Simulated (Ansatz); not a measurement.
# Mn2InN2 (C2/m) in Ansatz: convergence with xc grid

Aim: find how far xc grid must go before the results for Mn2InN2 settle, at r2SCAN. This setting moves, with any that are tied to it; all else stays.

Program: Ansatz 0.2.0. These are calculated values, not measurements. Logs are shortened: lines on timing, memory, paths and dates and some standing lists are left out, and cuts for length are marked.

## Step 1: The structure

It takes space group C2/m (No. 12, monoclinic). The conventional cell has a = 5.554 Å, b = 3.225 Å, c = 7.406 Å, α = 90.00°, β = 90.18°, γ = 90.00°. Around In (site symmetry 2/m) lie 6 N at 3.17 to 3.18 Å and 6 In at 3.21 to 3.23 Å and 6 Mn at 3.41 Å. Around Mn (site symmetry m) lie 4 N at 1.88 to 1.97 Å. Around N (site symmetry m) lie 4 Mn at 1.88 to 1.97 Å.

The cell comes from a database or a generator and needn't be the stable form of this composition.

## Step 2: With xc grid 1

Contents of input.yaml:

```yaml
crystal:
  lattice:
    - [2.7770159899, -1.6127287546, 0.0]
    - [2.7770159899, 1.6127287546, 0.0]
    - [-0.0228246757, 0.0, 7.4063662167]
  atoms:
    - { symbol: In, position: [0.0, 0.0, 0.5] }
    - { symbol: Mn, position: [0.666428, 0.666428, 0.885684], spin: 4.0 }
    - { symbol: Mn, position: [0.333572, 0.333572, 0.114316], spin: 4.0 }
    - { symbol: "N", position: [0.667954, 0.667954, 0.151896] }
    - { symbol: "N", position: [0.332046, 0.332046, 0.848104] }
hamiltonian:
  xc: r2scan
  pseudopotentials: { kind: paw }
magnetization:
  spin_polarized: true
kpoints:
  mp_grid: { grid: [8, 8, 3] }
scf:
  occupations: { method: gaussian, width: 0.05 }
output:
  forces: true
  stress: true
  eigenvalues: true
basis:
  xc_grid: 1
```

Potentials or basis: Ansatz PAW.

Command:

```sh
$ ansatz run input.yaml --threads 2 --pin off --max-ram 5632MiB --backend cpu --events-out ev --progress --plain --runs-dir out
```

Output:

```text
Warning: RAYON_NUM_THREADS=2 ignored (pool sized by the plan → 2); use --threads N
Engine: ansatz 0.2.0, aarch64-unknown-linux-gnu
Pseudopotentials: kind: paw
Pseudopotential: In, paw, valence charge 13, recommended cutoff 500 eV (meta_gga), In.paw.azcp
Pseudopotential: Mn, paw, valence charge 15, recommended cutoff 500 eV (meta_gga), Mn.paw.azcp
Pseudopotential: N, paw, valence charge 5, recommended cutoff 500 eV (meta_gga), N.paw.azcp
Functional definition: r2SCAN
  parameter k0 = 0.174
  parameter k1 = 0.065
  parameter a1 = 4.9479
  exchange = r2scan_x(k0 = k0, k1 = k1, a1 = a1)
  correlation = r2scan_c
Crystal: 5 atoms, lattice volume = 66.340 Å³
Basis set: ecut = 500 eV, 1653 PW (Γ)
Bands: 37, of which v1, the nominal top of the filled ones, is band 27 counted from 1 (26 counted from 0)
Symmetry: 4 space group operations
Space group: C2/m (ITA 12), of the structure as read, at distance tolerance 4.0e-5 Å
Magnetic group: BNS 12.58 (UNI 65), of the structure as read, at distance tolerance 4.0e-5 Å
k-points: 57 of 192
Non-local potential: In, projectors of the file, l = 0: 2, l = 1: 2, l = 2: 2, l = 3: 2
Non-local potential: Mn, projectors of the file, l = 0: 3, l = 1: 2, l = 2: 3, l = 3: 1
Non-local potential: N, projectors of the file, l = 0: 2, l = 1: 2, l = 2: 1
PAW form: soft (Blöchl's): semilocal exchange-correlation on the pseudo side does not see the compensation charge
PAW frozen core: In, regenerated for the run's functional (the file was generated under x = pbe(κ = 0.804, μ = 0.2195149727645171), c = pbe(β = 0.06672455060314922))
PAW frozen core: Mn, regenerated for the run's functional (the file was generated under x = pbe(κ = 0.804, μ = 0.2195149727645171), c = pbe(β = 0.06672455060314922))
PAW frozen core: N, regenerated for the run's functional (the file was generated under x = pbe(κ = 0.804, μ = 0.2195149727645171), c = pbe(β = 0.06672455060314922))
PAW one-centre angular grid: In, 590 points (default); XC on 289 of its mesh's 2783 points in the sphere
PAW one-centre angular grid: Mn, 590 points (default); XC on 160 Gauss nodes
PAW one-centre angular grid: N, 302 points (default); XC on 160 Gauss nodes
Initial density: superposition of atomic densities (chi_scale 0.1, normalization cell, long waves kept (reshape's long-wave potential 0.38 eV rms))
Starting moments: Σ|m| = 8 μB on 2 of 5 sites
Initial wavefunctions: pseudopotential atomic-orbital guess
Functional: x = r2scan, c = r2scan; τ floored in thin density (d = 2e-4 eV/Å³)
SCF iter   1: F=—  HF=-14187.148004 eV  |F-HF|=—  |Δ(HF+E_count)|=         —  Δρ=3.51e-2 (↑2.65e-2 ↓3.51e-2)  dr2=2.82e0  dr2_τ=1.49e-1  dr2_m=1.08e-1  M=7.281 μB ∫|m|=7.582 μB  β_m=1.00  ethr=3.10e-3  ⟨swp⟩=6.2  Hψ=15280  notcnv=0  defer=2
[... 13 lines left out ...]
SCF iter  11: F=—  HF=-14189.720527 eV  |F-HF|=—  |Δ(HF+E_count)|=   1.45e-3  Δρ=3.32e-4 (↑3.32e-4 ↓3.02e-4)  dr2=1.88e-4  dr2_τ=1.56e-6  dr2_m=3.54e-6  M=4.356 μB ∫|m|=5.039 μB  β_m=1.00  ethr=5.83e-6  ⟨swp⟩=2.0  Hψ=7926  notcnv=0  defer=284  κ⁻¹=2.6e-3(r=4)
SCF iter  12: F=—  HF=-14189.720581 eV  |F-HF|=—  |Δ(HF+E_count)|=   5.39e-5  Δρ=2.35e-4 (↑2.35e-4 ↓2.35e-4)  dr2=9.93e-5  dr2_τ=9.83e-7  dr2_m=4.11e-7  M=4.354 μB ∫|m|=5.038 μB  β_m=1.00  ethr=3.55e-7  ⟨swp⟩=1.9  Hψ=5405  notcnv=0  defer=284  κ⁻¹=2.9e-4(r=5)
SCF iter  13: F=—  HF=-14189.720613 eV  |F-HF|=—  |Δ(HF+E_count)|=   3.14e-5  Δρ=9.13e-5 (↑8.86e-5 ↓9.13e-5)  dr2=1.10e-5  dr2_τ=2.58e-7  dr2_m=9.36e-7  M=4.356 μB ∫|m|=5.040 μB  β_m=1.00  ethr=1.87e-7  ⟨swp⟩=2.0  Hψ=6554  notcnv=0  defer=284  κ⁻¹=3.6e-5(r=6)
SCF iter  14: F=—  HF=-14189.720630 eV  |F-HF|=—  |Δ(HF+E_count)|=   1.69e-5  Δρ=6.03e-5 (↑5.77e-5 ↓6.03e-5)  dr2=4.86e-6  dr2_τ=7.46e-8  dr2_m=2.14e-7  M=4.355 μB ∫|m|=5.039 μB  β_m=1.00  ethr=2.07e-8  ⟨swp⟩=2.0  Hψ=6785  notcnv=0  defer=284  κ⁻¹=1.0e-5(r=7)
SCF iter  15: F=—  HF=-14189.720637 eV  |F-HF|=—  |Δ(HF+E_count)|=   7.92e-6  Δρ=2.89e-5 (↑2.89e-5 ↓2.87e-5)  dr2=1.82e-6  dr2_τ=1.28e-8  dr2_m=7.07e-8  M=4.353 μB ∫|m|=5.038 μB  β_m=1.00  ethr=9.18e-9  ⟨swp⟩=2.0  Hψ=7241  notcnv=0  defer=284  κ⁻¹=2.1e-6(r=8)
SCF iter  16: F=—  HF=-14189.720639 eV  |F-HF|=—  |Δ(HF+E_count)|=   1.46e-6  Δρ=1.52e-5 (↑1.45e-5 ↓1.52e-5)  dr2=4.58e-7  dr2_τ=5.91e-9  dr2_m=1.35e-8  M=4.353 μB ∫|m|=5.038 μB  β_m=1.00  ethr=3.43e-9  ⟨swp⟩=2.0  Hψ=6184  notcnv=0  defer=284  κ⁻¹=3.3e-6(r=8)
SCF iter  17: F=—  HF=-14189.720639 eV  |F-HF|=—  |Δ(HF+E_count)|=   3.84e-7  Δρ=1.02e-5 (↑9.26e-6 ↓1.02e-5)  dr2=1.59e-7  dr2_τ=1.68e-9  dr2_m=4.96e-9  M=4.353 μB ∫|m|=5.038 μB  β_m=1.00  ethr=8.65e-10  ⟨swp⟩=2.0  Hψ=7241  notcnv=0  defer=284  κ⁻¹=5.3e-6(r=8)
SCF iter  18: F=—  HF=-14189.720640 eV  |F-HF|=—  |Δ(HF+E_count)|=   2.63e-7  Δρ=5.71e-6 (↑5.33e-6 ↓5.71e-6)  dr2=5.75e-8  dr2_τ=5.93e-10  dr2_m=2.85e-9  M=4.353 μB ∫|m|=5.038 μB  β_m=1.00  ethr=3.00e-10  ⟨swp⟩=2.0  Hψ=7241  notcnv=0  defer=284  κ⁻¹=2.6e-6(r=8)
SCF iter  19: F=-14189.720640 eV  HF=-14189.720640 eV  |F-HF|=1.01e-8  |Δ(HF+E_count)|=   5.85e-8  Δρ=5.05e-6 (↑5.05e-6 ↓4.23e-6)  dr2=2.47e-8  dr2_τ=3.44e-10  dr2_m=7.92e-9  M=4.353 μB ∫|m|=5.038 μB  ethr=1.09e-10  ⟨swp⟩=8.7  Hψ=18246  notcnv=0
SCF 1 converged in 19 iterations: F = -14189.720640 eV  dr2 = 2.47e-8
this state was not tested for a lower state beside it, because the mixer in use, unlike msr1, does not test its closes by its own steps (another_mixer; see scf.mixing.algorithm and scf.lower_state_search)
SCF converged after 19 iterations
Magnetization: 4.3528 μB (28.6764 up, 24.3236 down)
Absolute magnetization: 5.0345 μB (∫|ρ↑−ρ↓|, with the PAW one-centre terms)
Spin contamination: 0.1974 ħ² per cell (⟨S²⟩ above its minimum at these occupations)
Per-site moments (μB) at R_I (Å): [(-0.003078937168607831, 1.305668453721844), (1.9543605194061804, 0.7742875763177082), (1.9543605194061802, 0.7742875763177082), (-0.13915541300059478, 0.7742875763177082), (-0.13915541300059475, 0.7742875763177082)]
Free energy (F): -14189.720640 eV
Harris-Foulkes:  -14189.720640 eV  (|F-HF|=1.01e-8)
Internal energy: -14189.717281 eV  (E = F + TS)
E sigma→0 (E₀):  -14189.718960 eV
Entropy (-TS):   -0.003359 eV (-0.672 meV/atom)
Fermi energy:    12.897568 eV
--- Per-component energies (eV) ---
  E_band       = -568.554833
  E_kinetic    = 1114.396668
  E_local      = -7042.762768  (includes V_loc(G=0)·N_el)
  E_nonlocal   = 942.757780
  E_hartree    = 2974.363696
  E_xc         = -541.530486
  E_vxc        = -601.590667  (∫ρ·V_xc dr)
  E_paw        = -7055.834714  (= ΣΔE_a)
  E_vpaw       = -969.645230  (= ΣTr[D̂ρ^β])
  E_aug_tail   = 0.000034  (compensation charges beyond the density's cutoff)
  E_vtau       = 39.554406  (kinetic-family band-sum trace: ∫τ·v_τ [+ j·A + Jᵃ·Aᵃ] dr)
  E_ewald      = -4581.447821
  E_core_change = 0.340330  (= ΣΔE_core)
  E_smearing   = -0.003359  (= −TS)
  E_closure    = 0.000000  (closes the sum)
  Σ components = -14189.720640   (vs F -14189.720640, Δ=0.00e0)
--- Forces (eV/Å), atoms counted from 1 ---
  atom   1  In    -0.00000000     0.00000000     0.00000000
  atom   2  Mn    -0.02323163     0.00000000     0.15029145
  atom   3  Mn     0.02323163    -0.00000000    -0.15029145
  atom   4  N     -0.03253610     0.00000000     0.11980082
  atom   5  N      0.03253610    -0.00000000    -0.11980082
  max |Σ_I F_I| component: 1.39e-17 eV/Å
--- Stress (GPa, compression-positive) ---
        3.233195      -0.000000      -0.022971
       -0.000000       2.762254       0.000000
       -0.022973       0.000000       1.810034
  P = ⅓ Tr σ = 2.6018 GPa (26.018 kbar)
--- Band table (eV; the first three rows and the last of 114) ---
  k-point 0 ↑: bands = ["-71.5641", "-71.4958", "-39.1595", "-39.1560", "-39.0504", "-39.0472", "-38.9611", "-38.7508", "-4.8633", "-3.9111", "-2.7030", "-2.5532", "-2.5396", "-2.3607", "-2.3576", "4.1327", "5.9594", "5.9825", "6.1541", "6.1720", "6.4917", "8.2721", "10.0264", "10.0459", "10.9975", "11.3276", "11.3388", "13.9912", "15.3365", "15.4529", "15.4891", "15.8646", "15.9054", "16.7737", "21.0532", "23.3815", "23.9068"]
  k-point 1 ↑: bands = ["-71.5641", "-71.4957", "-39.1595", "-39.1560", "-39.0504", "-39.0472", "-38.9611", "-38.7508", "-4.8454", "-3.9376", "-2.6980", "-2.5532", "-2.5396", "-2.3607", "-2.3575", "4.0344", "5.9612", "5.9844", "6.1517", "6.1695", "6.7552", "8.4414", "10.0250", "10.0445", "10.4683", "11.3315", "11.3425", "13.8313", "15.0507", "15.4520", "15.4889", "15.8685", "15.9098", "18.1334", "20.0813", "23.7541", "23.8601"]
  k-point 2 ↑: bands = ["-71.5612", "-71.4974", "-39.1688", "-39.1616", "-39.0742", "-39.0471", "-38.9392", "-38.7527", "-4.7087", "-3.8227", "-2.6695", "-2.5573", "-2.4864", "-2.3919", "-2.3660", "4.4125", "5.7792", "5.9293", "6.1683", "6.3340", "6.7452", "8.2178", "9.9449", "10.0742", "11.0788", "11.3436", "11.5555", "14.0371", "14.9718", "14.9904", "15.1394", "15.3493", "15.5900", "17.3478", "21.1529", "21.5998", "22.9944"]
  k-point 56 ↓: bands = ["-68.3134", "-68.2882", "-36.0358", "-36.0136", "-35.8850", "-35.7622", "-35.7318", "-35.7174", "-3.8521", "-3.5322", "-2.7575", "-2.5576", "-2.4050", "-2.3385", "-2.1321", "5.6863", "5.9782", "7.2778", "8.0916", "8.1425", "8.2043", "10.1736", "10.6174", "11.6954", "12.6963", "13.1639", "14.1520", "14.3363", "14.5452", "14.5651", "15.3585", "15.8425", "15.8463", "17.8592", "19.6687", "20.4913", "21.6335"]
```

It took 30 s on 2 threads of Arm Neoverse V2, shared host; peak memory 0.57 GiB.

What came out:

- Free energy: -14189.7206 eV
- Pressure: 2.6 GPa
- Largest force: 0.152 eV/Å
- Band gap on the k mesh: none (metal or under the smearing width)
- Net moment: 4.35 μB per cell
- Absolute moment: 5.03 μB per cell
- Site moments: In -0.00; Mn +1.95; N -0.14 μB

## Step 3: With xc grid 2

Changes to input.yaml since step 2:

```diff
@@ -25,2 +25,2 @@
 basis:
-  xc_grid: 1
+  xc_grid: 2
```

Potentials or basis: Ansatz PAW.

Command:

```sh
$ ansatz run input.yaml --threads 2 --pin off --max-ram 5632MiB --backend cpu --events-out ev --progress --plain --runs-dir out
```

Run time: 30 s. Hardware: 2 threads of Arm Neoverse V2, shared host; peak memory 0.59 GiB.

What came out:

| Quantity | Value |
| --- | --- |
| Free energy | -14189.7178 eV |
| Pressure | 2.6 GPa |
| Largest force | 0.141 eV/Å |
| Band gap on the k mesh | none (metal or under the smearing width) |
| Net moment | 4.36 μB per cell |
| Absolute moment | 5.04 μB per cell |
| Site moments | In -0.00; Mn +1.96; N -0.14 μB |

## Step 4: With xc grid 3

Changes to input.yaml since step 3:

```diff
@@ -25,2 +25,2 @@
 basis:
-  xc_grid: 2
+  xc_grid: 3
```

Command:

```sh
$ ansatz run input.yaml --threads 2 --pin off --max-ram 5632MiB --backend cpu --events-out ev --progress --plain --runs-dir out
```

Run time: 30 s. Hardware: 2 threads of Arm Neoverse V2, shared host; peak memory 0.62 GiB.

The run converged. Its results:

```yaml
Free_energy: -14189.7177 eV
Pressure: 2.6 GPa
Largest_force: 0.139 eV/Å
Band_gap_on_the_k_mesh: none (metal or under the smearing width)
Net_moment: 4.36 μB per cell
Absolute_moment: 5.04 μB per cell
Site_moments: In -0.00; Mn +1.96; N -0.14 μB
```

## Step 5: With xc grid 4

Changes to input.yaml since step 4:

```diff
@@ -25,2 +25,2 @@
 basis:
-  xc_grid: 3
+  xc_grid: 4
```

Command:

```sh
$ ansatz run input.yaml --threads 2 --pin off --max-ram 5632MiB --backend cpu --events-out ev --progress --plain --runs-dir out
```

Run time: 32 s. Hardware: 2 threads of Arm Neoverse V2, shared host; peak memory 0.7 GiB.

It converged, with:

| Item | Value |
| --- | --- |
| Free energy | -14189.7178 eV |
| Pressure | 2.6 GPa |
| Largest force | 0.139 eV/Å |
| Band gap on the k mesh | none (metal or under the smearing width) |
| Net moment | 4.36 μB per cell |
| Absolute moment | 5.04 μB per cell |
| Site moments | In -0.00; Mn +1.96; N -0.14 μB |

## Step 6: With xc grid 5

Changes to input.yaml since step 5:

```diff
@@ -25,2 +25,2 @@
 basis:
-  xc_grid: 4
+  xc_grid: 5
```

Potentials or basis: Ansatz PAW.

Command:

```sh
$ ansatz run input.yaml --threads 2 --pin off --max-ram 5632MiB --backend cpu --events-out ev --progress --plain --runs-dir out
```

Run time: 33 s. Hardware: 2 threads of Arm Neoverse V2, shared host; peak memory 0.83 GiB.

It converged, with:

- Free energy: -14189.7178 eV
- Pressure: 2.6 GPa
- Largest force: 0.139 eV/Å
- Band gap on the k mesh: none (metal or under the smearing width)
- Net moment: 4.36 μB per cell
- Absolute moment: 5.04 μB per cell
- Site moments: In -0.00; Mn +1.96; N -0.14 μB

## Step 7: Summary

```
xc grid  energy less the tightest run, at zero smearing (meV/atom)  largest force (eV/Å)  SCF cycles  CPU time (s)  peak memory (GiB)
      1                                                      -0.55                 0.152          19            57               0.57
      2                                                       0.02                 0.141          19            58               0.59
      3                                                       0.02                 0.139          19            58               0.62
      4                                                       0.01                 0.139          19            61                0.7
      5                                                       0.00                 0.139          19            64               0.83
```

Against the tightest run, the energy stays within 1 meV/atom from 1 on; the largest force stays within 0.005 eV/Å from 2 on. The tightest run that finished is the yardstick and may itself not be fully converged.

Caveats: the magnetic or orbital state may not be the lowest; only a ferromagnetic start was run, and an antiferromagnetic order may lie lower in energy; the PAW data sets come from PBE, with cores solved anew for the run's functional, which leaves a small shift of forces and pressure.
